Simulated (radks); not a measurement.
# Valence configurations of As⁺

Aim: which of several valence configurations of As⁺ lies lowest at this level, and whether it is the one NIST lists ([Ar] 3d10 4s2 4p2).

Method: scalar-relativistic Kohn-Sham, BLYP, spin-polarised, spherical densities, finite nucleus; open shells are filled with parallel spins first. Code: radks (a radial shooting solver on a logarithmic mesh, Libxc functionals) version 1.

## (1) Starting point

| Property | Result |
| --- | --- |
| element | arsenic (Z = 33) |
| charge | +1 |
| electrons | 32 |
| configuration | [Ar] 3d10 4s2 4p2 |
| nuclear rms radius | 4.0968 fm |
| others tried | 3d10 4s1 4p3; 3d10 4p4; 3d10 4s1.5 4p2.5; 3d8 4s2 4p4; 3d9 4s2 4p3; 3d9 4p5; 3d9.5 4s2 4p2.5; 3d9 4s1 4p4 |

The outer shells:

As⁺
```
[Ar] core
3d [↑↓][↑↓][↑↓][↑↓][↑↓]
4s [↑↓]
4p [↑ ][↑ ][  ]
```

## (2) [Ar] 3d10 4s2 4p2

The run's settings:

```text
Z 33
configuration [Ar] 3d10 4s2 4p2
relativity scalar-relativistic
functional b88,lyp
spin polarised
nucleus finite rms 4.0968 fm
c 137.035999084
```

## (3) [Ar] 3d10 4s1 4p3

The run's settings:

```text
Z 33
configuration [Ar] 3d10 4s1 4p3
relativity scalar-relativistic
functional b88,lyp
spin polarised
nucleus finite rms 4.0968 fm
c 137.035999084
```

## (4) [Ar] 3d10 4p4

The run's settings:

```text
Z 33
configuration [Ar] 3d10 4p4
relativity scalar-relativistic
functional b88,lyp
spin polarised
nucleus finite rms 4.0968 fm
c 137.035999084
```

## (5) [Ar] 3d10 4s1.5 4p2.5

Input: that of step 4 with these lines changed.

```diff
@@ -1,3 +1,3 @@
 Z 33
-configuration [Ar] 3d10 4p4
+configuration [Ar] 3d10 4s1.5 4p2.5
 relativity scalar-relativistic
```

## (6) [Ar] 3d8 4s2 4p4

The run's settings:

```text
Z 33
configuration [Ar] 3d8 4s2 4p4
relativity scalar-relativistic
functional b88,lyp
spin polarised
nucleus finite rms 4.0968 fm
c 137.035999084
```

## (7) [Ar] 3d9 4s2 4p3

The run's settings:

```text
Z 33
configuration [Ar] 3d9 4s2 4p3
relativity scalar-relativistic
functional b88,lyp
spin polarised
nucleus finite rms 4.0968 fm
c 137.035999084
```

## (8) [Ar] 3d9 4p5

The run's settings:

```text
Z 33
configuration [Ar] 3d9 4p5
relativity scalar-relativistic
functional b88,lyp
spin polarised
nucleus finite rms 4.0968 fm
c 137.035999084
```

## (9) [Ar] 3d9.5 4s2 4p2.5

Input: that of step 8 with these lines changed.

```diff
@@ -1,3 +1,3 @@
 Z 33
-configuration [Ar] 3d9 4p5
+configuration [Ar] 3d9.5 4s2 4p2.5
 relativity scalar-relativistic
```

## (10) [Ar] 3d9 4s1 4p4

The run's settings:

```text
Z 33
configuration [Ar] 3d9 4s1 4p4
relativity scalar-relativistic
functional b88,lyp
spin polarised
nucleus finite rms 4.0968 fm
c 137.035999084
```

**Question.** What will these runs give? Wanted: for each run, valence; E − E(NIST configuration); moment; highest level; its energy; 1s shift.

As calculated:

```tsv
valence	E − E(NIST configuration) (eV)	moment (μB)	highest level	its energy (eV)	1s shift (eV)
3d10 4s2 4p2	0.000	2	4p up	-13.818	+0.00
3d10 4s1.5 4p2.5	4.101	3	4p up	-14.355	-0.71
3d10 4s1 4p3	7.876	4	4p up	-14.851	-1.34
3d9.5 4s2 4p2.5	19.081	3	4p up	-14.862	-6.52
3d10 4p4	20.483	2	4p down	-13.696	-3.38
3d9 4s2 4p3	40.205	4	4p up	-15.883	-13.24
3d9 4s1 4p4	51.114	4	4p down	-14.260	-14.89
3d9 4p5	64.095	2	4p down	-15.831	-16.62
3d8 4s2 4p4	91.215	4	4p down	-15.821	-27.64
```

What this shows: Theory agrees with NIST among these: the next, 3d10 4s1.5 4p2.5, lies 4.101 eV higher. The energies are those of spherical high-spin densities, not of single terms. The 1s eigenvalue shifts by up to 27.64 eV as the valence charge is rearranged.
